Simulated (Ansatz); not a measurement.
# CH7ClOSi2: the cost of one run

Program: Ansatz 0.2.0. Level of theory: RKS BHLYP/STO-3G. These are calculated values, not measurements.

**1. The system as given**

Bond lengths: O1–C2 1.466 Å, C2–Si3 1.866 Å, Si3–Si4 2.240 Å, Si4–Cl5 2.107 Å, O1–H6 0.981 Å, C2–H7 1.073 Å, C2–H8 1.068 Å, Si3–H9 1.525 Å, Si3–H10 1.521 Å, Si4–H11 1.510 Å, Si4–H12 1.445 Å. Angles (14 of 19 angles, heavy atoms first): O1–C2–Si3 116.3°, C2–Si3–Si4 110.2°, Si3–Si4–Cl5 109.7°, O1–C2–H7 108.8°, O1–C2–H8 105.3°, Si3–C2–H7 108.0°, Si3–C2–H8 107.7°, C2–O1–H6 104.2°, C2–Si3–H9 109.6°, C2–Si3–H10 109.3°, Si4–Si3–H9 112.2°, Si4–Si3–H10 109.4°, Si3–Si4–H11 111.0°, Si3–Si4–H12 115.2°.

As a file:

```xyz
12

O     0.4056   -0.3929    2.6172
C    -0.2142   -0.3318    1.2898
Si    0.8408    0.3604   -0.0849
Si   -0.2123    0.1466   -2.0502
Cl   -2.1211    1.0310   -1.9312
H    -0.3235   -0.6724    3.2113
H    -1.1067    0.2599    1.3518
H    -0.4486   -1.3433    1.0415
H     1.1986    1.8103    0.2237
H     2.1601   -0.3939   -0.1348
H    -0.5523   -1.2980   -2.3272
H     0.4506    0.7691   -3.1730
```

**2. Preparing the start**

File input.yaml:

```yaml
crystal:
  periodic: [false, false, false]
  atoms:
    - { symbol: O, position_ang: [0.4056, -0.3929, 2.6172] }
    - { symbol: C, position_ang: [-0.2142, -0.3318, 1.2898] }
    - { symbol: Si, position_ang: [0.8408, 0.3604, -0.0849] }
    - { symbol: Si, position_ang: [-0.2123, 0.1466, -2.0502] }
    - { symbol: Cl, position_ang: [-2.1211, 1.031, -1.9312] }
    - { symbol: H, position_ang: [-0.3235, -0.6724, 3.2113] }
    - { symbol: H, position_ang: [-1.1067, 0.2599, 1.3518] }
    - { symbol: H, position_ang: [-0.4486, -1.3433, 1.0415] }
    - { symbol: H, position_ang: [1.1986, 1.8103, 0.2237] }
    - { symbol: H, position_ang: [2.1601, -0.3939, -0.1348] }
    - { symbol: H, position_ang: [-0.5523, -1.298, -2.3272] }
    - { symbol: H, position_ang: [0.4506, 0.7691, -3.173] }
basis:
  gaussian: { orbitals: STO-3G }
hamiltonian:
  xc: { name: BHLYP }
relax:
  f_tol: 0.02
  max_steps: 40
scf:
  lower_state_search: "off"
```

The run is started by

```
ansatz run input.yaml --threads 1 --pin off --max-ram 2048MiB --backend cpu --events-out ev --progress --plain --runs-dir out
```

What time and memory should one allow on 1 thread of Intel Xeon Platinum 8259CL at 2.50GHz (Skylake/Cascade Lake), shared host?

About 24 s, with a peak of 0.16 GiB.
